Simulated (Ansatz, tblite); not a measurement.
# Sn13H20 off sphere (Sn₁₂GeH₂₀): a ladder of methods and basis sets

Aim: run the singlet of Sn13H20 off sphere (Sn₁₂GeH₂₀) at one geometry on many levels, and compare frontier levels, spin and run time.

The runs use Ansatz 0.2.0, Gaussian basis; as each input shows.

Plan: GFN1-xTB, GFN2-xTB, PBE-D4/def2-TZVP, r2SCAN-D4/def2-TZVP, r2SCANh-D4/def2-TZVP, BLYP-D4/def2-TZVP, r2SCAN0-D4/def2-TZVP, LC-ωPBE(0.10)/def2-SVP, LC-ωPBE(0.15)/def2-SVP, LC-ωPBE(0.20)/def2-SVP, LC-ωPBE(0.30)/def2-SVP, PBE-D4/def2-SVP, PBE0-D4/def2-SVP, MP2/def2-SVP, RPA/def2-SVP.

1 further run of the same task is left out (set aside as unsound or not needed).

## (1) The structure

The singlet was relaxed beforehand with PBE-D4/def2-SVP.

33 atoms, charge 0, spin multiplicity 1.

Bond lengths: Sn1–Sn9 2.819 Å, Sn1–Sn10 2.817 Å, Sn1–H14 1.738 Å, Sn1–H15 1.737 Å, Sn2–Sn8 2.810 Å, Sn2–Sn11 2.810 Å, Sn2–H16 1.738 Å, Sn2–H17 1.736 Å, Sn3–Sn9 2.815 Å, Sn3–Sn12 2.815 Å, Sn3–H18 1.739 Å, Sn3–H19 1.736 Å, Sn4–Sn8 2.819 Å, Sn4–Sn9 2.818 Å, Sn4–Ge13 2.644 Å, Sn4–H20 1.744 Å, Sn5–Sn10 2.816 Å, Sn5–Ge13 2.644 Å and more. Angles: Sn9–Sn1–Sn10 108.2°, Sn9–Sn1–H14 110.5°, Sn9–Sn1–H15 110.3°, Sn10–Sn1–H14 110.6°, Sn10–Sn1–H15 109.9°, H14–Sn1–H15 107.3°, Sn8–Sn2–Sn11 109.4°, Sn8–Sn2–H16 111.1°, Sn8–Sn2–H17 108.9°, Sn11–Sn2–H16 111.1°, Sn11–Sn2–H17 108.8°, H16–Sn2–H17 107.5°, Sn9–Sn3–Sn12 108.3°, Sn9–Sn3–H18 109.3°, Sn9–Sn3–H19 111.3°, Sn12–Sn3–H18 109.3°, Sn12–Sn3–H19 111.3°, H18–Sn3–H19 107.4° and more.

Sn takes a core potential in the def2 sets. No spin-orbit coupling is included.

PBE0-D4/def2-TZVP was run before; its log isn't repeated, and its numbers join the tables.

## (2) GFN1-xTB

Tight binding, by tblite at 300 K electronic temperature and without a spin-polarisation term:

```python
tblite.interface.Calculator('GFN1-xTB', numbers, positions, charge=0, uhf=0).singlepoint()
```

Energy -1163.1512 eV, HOMO -10.55 eV, LUMO -8.33 eV; 0.13 s.

## (3) GFN2-xTB

Tight binding, by tblite at 300 K electronic temperature and without a spin-polarisation term:

```python
tblite.interface.Calculator('GFN2-xTB', numbers, positions, charge=0, uhf=0).singlepoint()
```

Energy -1022.3600 eV, HOMO -10.80 eV, LUMO -9.25 eV; 0.17 s.

## (4) PBE-D4/def2-TZVP

start.molden holds the orbitals of an earlier run on this state, given as this run's starting guess.

in.yaml

```yaml
crystal:
  periodic: [false, false, false]
  atoms:
    - {symbol: Sn, position_ang: [0.806939, -4.062781, 0.596301]}
    - {symbol: Sn, position_ang: [-2.627246, 2.628254, -2.574800]}
    - {symbol: Sn, position_ang: [0.925429, -0.926822, -2.706866]}
    - {symbol: Sn, position_ang: [-2.355702, -0.747905, 0.557110]}
    - {symbol: Sn, position_ang: [0.681174, -0.681650, 3.684450]}
    - {symbol: Sn, position_ang: [0.746317, 2.355231, 0.558380]}
    - {symbol: Sn, position_ang: [4.061378, -0.804000, 0.597372]}
    - {symbol: Sn, position_ang: [-4.101380, 0.857421, -0.966219]}
    - {symbol: Sn, position_ang: [-0.789704, -2.438860, -1.064334]}
    - {symbol: Sn, position_ang: [2.381439, -2.381108, 2.217290]}
    - {symbol: Sn, position_ang: [-0.859190, 4.102510, -0.963201]}
    - {symbol: Sn, position_ang: [2.436251, 0.790032, -1.064915]}
    - {symbol: Ge, position_ang: [-0.779739, 0.777803, 2.033705]}
    - {symbol: H, position_ang: [1.813857, -5.108515, -0.359137]}
    - {symbol: H, position_ang: [-0.194460, -5.075764, 1.590790]}
    - {symbol: H, position_ang: [-3.679977, 3.680832, -3.471346]}
    - {symbol: H, position_ang: [-1.705105, 1.709860, -3.723835]}
    - {symbol: H, position_ang: [1.998378, -1.998545, -3.557535]}
    - {symbol: H, position_ang: [0.032501, -0.034248, -3.899020]}
    - {symbol: H, position_ang: [-3.286048, -1.747012, 1.642806]}
    - {symbol: H, position_ang: [-0.366121, -1.616149, 4.709155]}
    - {symbol: H, position_ang: [1.615929, 0.367643, 4.706893]}
    - {symbol: H, position_ang: [1.745895, 3.283483, 1.645409]}
    - {symbol: H, position_ang: [5.110177, -1.809329, -0.356437]}
    - {symbol: H, position_ang: [5.070853, 0.200147, 1.592657]}
    - {symbol: H, position_ang: [-5.145165, -0.137395, -1.935328]}
    - {symbol: H, position_ang: [-5.112260, 1.778850, 0.104667]}
    - {symbol: H, position_ang: [-1.837752, -3.425283, -2.047107]}
    - {symbol: H, position_ang: [3.338377, -3.337623, 3.315355]}
    - {symbol: H, position_ang: [0.135923, 5.147307, -1.931109]}
    - {symbol: H, position_ang: [-1.780864, 5.111936, 0.108725]}
    - {symbol: H, position_ang: [3.422179, 1.838154, -2.048096]}
    - {symbol: H, position_ang: [-1.704781, 1.702027, 2.896718]}
basis:
  gaussian: {orbitals: def2-TZVP, fitting: {mean_field: def2-universal-jkfit}, initial_orbitals: start.molden}
hamiltonian: {xc: pbe, dispersion: d4}
scf: {omitted_lower_state_checks: [starts]}
output: {orbitals: {seedname: orbitals}}
```

On the command line:

```
$ ansatz run in.yaml --threads 2 --pin off --events-out ev --progress --plain --max-ram 32768MiB --backend cuda --devices 0, --max-vram 18GiB
```

After this run come: r2SCAN-D4/def2-TZVP; r2SCANh-D4/def2-TZVP; BLYP-D4/def2-TZVP; r2SCAN0-D4/def2-TZVP; LC-ωPBE(0.10)/def2-SVP; LC-ωPBE(0.15)/def2-SVP; LC-ωPBE(0.20)/def2-SVP; LC-ωPBE(0.30)/def2-SVP; PBE-D4/def2-SVP; PBE0-D4/def2-SVP; MP2/def2-SVP; RPA/def2-SVP.

Q: Predict the results of all the runs planned. Wanted: gap in def2-TZVP, named functionals, smallest and largest; gap over the ω; correlation energy, MP2/def2-SVP; binding an atom, functionals in def2-TZVP; PBE0 total energy, smallest basis above largest.

The runs gave:

```
                                                 quantity                                    value
gap in def2-TZVP, named functionals, smallest and largest  3.27 eV (BLYP-D4), 5.28 eV (r2SCAN0-D4)
                                  gap over the ω (1/bohr)           6.08 eV at 0.1, 8.62 eV at 0.3
                         correlation energy, MP2/def2-SVP                                -43.01 eV
                binding an atom, functionals in def2-TZVP    2.41 (BLYP-D4) to 2.47 eV (r2SCAN-D4)
          PBE0 total energy, smallest basis above largest            9.38 eV (def2-SVP, def2-TZVP)
```

Over the named functionals in def2-TZVP the gap runs from 3.27 eV (BLYP-D4) to 5.28 eV (r2SCAN0-D4); exact exchange widens it. Raising the ω (1/bohr) from 0.1 to 0.3 moves the HOMO by -1.34 eV and the LUMO by +1.19 eV.
